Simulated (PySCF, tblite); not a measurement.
**C6H10BClO: geometry, infrared bands and NMR shifts**

What infrared bands and NMR shifts should C6H10BClO (`C=C(Cl)C(=C)OBCC`) show?

The runs use tblite 0.8.0 and PySCF 2.14.0, with density-fitted response routines of our own; the level of theory stands in each step. All values are computed, except where a source is named. Atoms are numbered from 0 throughout.

### 1 The molecule as given

19 atoms, charge 0, multiplicity 1; geometry from: force field or distance geometry start.

Bonds of the start (Å): C0–C1 1.34, C1–Cl2 1.79, C1–C3 1.45, C3–C4 1.34, C3–O5 1.38, O5–B6 1.48, B6–C7 1.60, C7–C8 1.52, C0–H9 1.08, C0–H10 1.08, C4–H11 1.08, C4–H12 1.08, B6–H13 1.20, C7–H14 1.11, C7–H15 1.10, C8–H16 1.10, C8–H17 1.13, C8–H18 1.12.

### 2 Geometry optimisation with GFN2-xTB

What the job is given:

```
{"job": {"kind": "relax", "xc": "GFN2-xTB", "basis": "xTB"}, "charge": 0, "multiplicity": 1}
C      2.871800     1.237600     0.093000
C      2.724700    -0.071700     0.318600
Cl     4.061800    -1.002700     1.048000
C      1.457900    -0.687100    -0.040800
C      1.196800    -1.982700     0.153500
O      0.479500     0.121900    -0.592300
B     -0.616900     0.752100     0.184900
C     -1.924000    -0.158300     0.324100
C     -3.155200     0.581100    -0.185800
H      2.024500     1.743600    -0.336600
H      3.796600     1.730600     0.349900
H      1.902000    -2.683000     0.575700
H      0.227200    -2.349500    -0.139500
H     -0.776100     1.921000    -0.017900
H     -2.053000    -0.330700     1.409700
H     -1.855700    -1.096100    -0.241800
H     -4.028500     0.103500     0.284800
H     -3.228600     0.525300    -1.309400
H     -3.114900     1.654200     0.134100
```

Run with:

```console
OMP_NUM_THREADS=1 python probes_run.py task.json out
```

This one command runs all jobs of the session in turn.

**Question.** This job is followed by: GFN2-xTB harmonic vibrations, gas phase; GIAO PBE0/pcSseg-1 NMR shielding, non-relativistic, gas phase. Predict these results of the whole session: strongest single infrared mode (GFN2-xTB); zero-point energy (GFN2-xTB); 13C shifts against TMS (PBE0/pcSseg-1); 1H shifts against TMS (PBE0/pcSseg-1, means over atoms taken as alike); 35Cl shifts against HCl (PBE0/pcSseg-1); 17O shifts against H2O (PBE0/pcSseg-1); 11B shifts against BF3·OEt2 (PBE0/pcSseg-1).

The runs gave:

| quantity | value |
| --- | --- |
| strongest single infrared mode (GFN2-xTB) | 1342 cm⁻¹, 310 km/mol |
| zero-point energy (GFN2-xTB) | 91.8 kcal/mol |
| 13C shifts against TMS (PBE0/pcSseg-1) | 161.0, 146.7, 121.9, 108.3, 15.0, 10.7 ppm |
| 1H shifts against TMS (PBE0/pcSseg-1, means over atoms taken as alike) | 6.22, 5.82, 5.73, 5.36, 4.76, 1.11, 0.97 ppm |
| 35Cl shifts against HCl (PBE0/pcSseg-1) | 216 ppm |
| 17O shifts against H2O (PBE0/pcSseg-1) | 253.1 ppm |
| 11B shifts against BF3·OEt2 (PBE0/pcSseg-1) | 49.9 ppm |

**Reading.** Over 120 steps the energy fell by 1.403 eV; of the close pairs, O5–B6 changed most, 1.484 to 1.333 Å. No mode is imaginary among the 51: a minimum at this level. The strongest single mode, at 1342 cm⁻¹, is carried by B6, O5, H14, C7. GFN2-xTB is a fitted tight-binding method: band positions and strengths are rough. Its intensities can rank the bands wrongly. At PBE0/pcSseg-1: The widest tensor belongs to Cl2: span 454 ppm, with a paramagnetic part of -412 ppm.
